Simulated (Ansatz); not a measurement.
This script for Ansatz 0.2.0, Python API starts 2 runs on MgS, space group F-43m. What input does the engine get in each?

The script, `mgs_defect.py`:
```python
"""Point defect (vacancy) in MgS."""

import warnings

import ansatz as az
import numpy as np
from pymatgen.core import Lattice, Structure
from pymatgen.io.ase import AseAtomsAdaptor

warnings.simplefilter("ignore", az.DeckWarning)

pmg_structure = Structure(
    Lattice([[0.0, 2.83312, 2.83312], [2.83312, 0.0, 2.83312], [2.83312, 2.83312, 0.0]]),
    ["Mg", "S"],
    [
        [0.0, 0.0, 0.0],
        [0.75, 0.75, 0.75],
    ],
)
crystal = az.Crystal.from_ase(AseAtomsAdaptor.get_atoms(pmg_structure))
host = crystal.supercell(2)
defective = host.vacancy("Mg", at=[0.0, 0.0, 0.0])

def with_settings(structure):
    return (
        structure.calculation()
        .functional("r2SCAN")
        .basis(500)
        .kpoints(length=9)
        .occupations("gaussian", width=0.02)
        .band_table()
    )


perfect = with_settings(host).run(threads=1, pin="off").report
model = (
    with_settings(defective)
    .relax(force_tolerance=0.05, max_steps=40)
)
outcome = model.run(threads=1, pin="off")
r = outcome.report

n_host, n_defect = len(perfect["lattice"]["sites"]), len(r["lattice"]["sites"])
print(f"perfect cell: {n_host} atoms, F = {perfect['free_energy_ev']:.4f} eV")
print(f"defect cell:  {n_defect} atoms, F = {r['free_energy_ev']:.4f} eV")
# chemical potentials are still to be added to this difference
print(f"difference {r['free_energy_ev'] - perfect['free_energy_ev']:.4f} eV (no chemical potentials)")

for label, run in (("perfect", perfect), ("defect", r)):
    levels, filled = np.array(run["eigenvalues_ev"][0]), np.array(run["occupations"][0])
    top = int(np.argmin(np.abs(levels - run["fermi_energy_ev"])))
    window = slice(max(top - 3, 0), top + 4)
    print(label, "levels near E_F at the first k-point:", ", ".join(f"{e - run['fermi_energy_ev']:.2f} ({f:.2f})" for e, f in zip(levels[window], filled[window])))

pull = np.linalg.norm(r["forces_ev_ang"], axis=1)
for atom in np.argsort(-pull)[:5]:
    print(f"force on {outcome.lattice.sites[atom].symbol}{atom}: {pull[atom]:.3f} eV/A")
```

Run 1:
```yaml
crystal:
  lattice:
    - [0.0, 2.83312, 2.83312]
    - [2.83312, 0.0, 2.83312]
    - [2.83312, 2.83312, 0.0]
  atoms:
    - { symbol: Mg, position: [0.0, 0.0, 0.0] }
    - { symbol: S, position: [0.7499999999999999, 0.7499999999999999, 0.7499999999999999] }
  supercell: [2, 2, 2]
basis:
  ecutwfc: 500.0
kpoints:
  mp_grid:
    grid: [1, 1, 1]
hamiltonian:
  xc: r2scan
scf:
  occupations:
    method: gaussian
    width: 0.02
output:
  eigenvalues: true
```

Run 2, against run 1:
```diff
+  defects:
+    - { vacancy: 0 }
+relax:
+  f_tol: 0.05
+  max_steps: 40
```

```console
$ python mgs_defect.py
perfect cell: 16 atoms, F = -22678.6835 eV
defect cell:  15 atoms, F = -20746.4118 eV
difference 1932.2716 eV (no chemical potentials)
perfect levels near E_F at the first k-point: -2.00 (2.00), -2.00 (2.00), -2.00 (2.00), 2.00 (0.00), 2.13 (0.00), 2.13 (0.00), 2.13 (0.00)
defect levels near E_F at the first k-point: -0.87 (2.00), -0.01 (1.33), -0.01 (1.33), -0.01 (1.33), 3.68 (0.00), 3.95 (0.00), 3.95 (0.00)
force on S8: 0.005 eV/A
force on S2: 0.005 eV/A
force on S4: 0.005 eV/A
force on S0: 0.005 eV/A
force on S10: 0.003 eV/A
```

What to keep in mind:
- Total energies depend on the potentials; only differences at equal settings carry meaning. A total without «per atom» is that of the cell as typed.
- The computed bands are complete only to about 4.1 eV above the Fermi level.
- The difference holds no chemical potentials.
- Each cell's levels count from its own Fermi level and aren't aligned; one k-point can hide that the defect cell is metallic.
- This cell is a computed structure, which may not be the phase found in nature.
- Gaps and levels are Kohn-Sham values on a finite set of k-points.
- The supercell is small, so the defect meets its images and the energies aren't those of an isolated defect; a partly filled defect level may also lower its energy by spin or distortion. For a charged cell the difference holds no correction, alignment or term for the electrons' reservoir.
- Hardware and time: 110 s on 1 thread of Arm Neoverse V2, with other jobs on the host, peak memory 1.4 GiB.
